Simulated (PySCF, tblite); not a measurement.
# C4H5F4O radical: geometry, infrared bands and EPR parameters

Wanted: the infrared bands and EPR parameters of C4H5F4O radical (`FCOC[CH]C(F)(F)F`), by calculation.

Computed with tblite 0.8.0 and PySCF 2.14.0, with density-fitted response routines of our own, on a single molecule in the gas phase. Atoms count from 0, in the outputs and in this text.

## (1) Starting geometry

14 atoms, charge 0, multiplicity 2; geometry from: force field or distance geometry start.

Bonds of the start (Å): F0–C1 1.36, C1–O2 1.43, O2–C3 1.41, C3–C4 1.48, C4–C5 1.47, C5–F6 1.35, C5–F7 1.35, C5–F8 1.36, C1–H9 1.08, C1–H10 1.09, C3–H11 1.11, C3–H12 1.08, C4–H13 1.07.

## (2) Geometry optimisation with GFN2-xTB

The job: settings as JSON, then the geometry in Å.

```
{"job": {"kind": "relax", "xc": "GFN2-xTB", "basis": "xTB"}, "charge": 0, "multiplicity": 2}
F     -2.515200    -1.479200     0.119500
C     -2.497800    -0.145200    -0.168400
O     -1.312800     0.394500     0.430800
C     -0.153100    -0.250600    -0.053500
C      1.003400     0.453000     0.538300
C      2.331100     0.136400     0.000000
F      2.618200    -1.179200     0.112100
F      2.448900     0.461700    -1.304500
F      3.312700     0.808800     0.661300
H     -2.503000    -0.005700    -1.238800
H     -3.376100     0.321000     0.282200
H     -0.155300    -1.304400     0.289900
H     -0.126100    -0.217200    -1.129300
H      0.924200     1.028400     1.438200
```

The run is started by

```sh
$ OMP_NUM_THREADS=1 python probes_run.py task.json out
```

The driver reads the jobs from task.json and runs them one after another.

**Question.** This job is followed by: GFN2-xTB harmonic vibrations, gas phase; UKS B3LYP, pcH-1 on C F H O, non-relativistic, mean-field spin-orbit, GIAO. Predict these results of the whole session: strongest single infrared mode (GFN2-xTB); zero-point energy (GFN2-xTB); g(iso) (B3LYP); ⟨S²⟩; largest a(iso) (averaged by class); potential on the surface of density 0.002 e/bohr³, 1st and 99th percentile.

**Answer**, as computed:

| quantity | value |
| --- | --- |
| strongest single infrared mode (GFN2-xTB) | 1111 cm⁻¹, 362 km/mol |
| zero-point energy (GFN2-xTB) | 54.4 kcal/mol |
| g(iso) (B3LYP) | 2.00251 |
| ⟨S²⟩ | 0.754 (exact 0.75) |
| largest a(iso) (averaged by class) | 1H on H11, H12, 127.1 MHz |
| potential on the surface of density 0.002 e/bohr³, 1st and 99th percentile | -0.79 V and 1.30 V |

In words: Over 64 steps the energy fell by 0.161 eV; of the close pairs, C1–O2 changed most, 1.433 to 1.368 Å. No mode is imaginary among the 36: a minimum at this level. The strongest single mode, at 1111 cm⁻¹, is spread over several atoms, O2, C1, C5 among them. GFN2-xTB is a fitted tight-binding method: band positions and strengths are rough. Its intensities can rank the bands wrongly. C4 carries the largest spin population, 1.00 e. The isotropic g lies 0.2 ppt above the free-electron value. These values are for one conformer; the search (at its own cheap level) found 2 more, at 0.26, 1.45 kcal/mol, and measured spectra average over such forms.
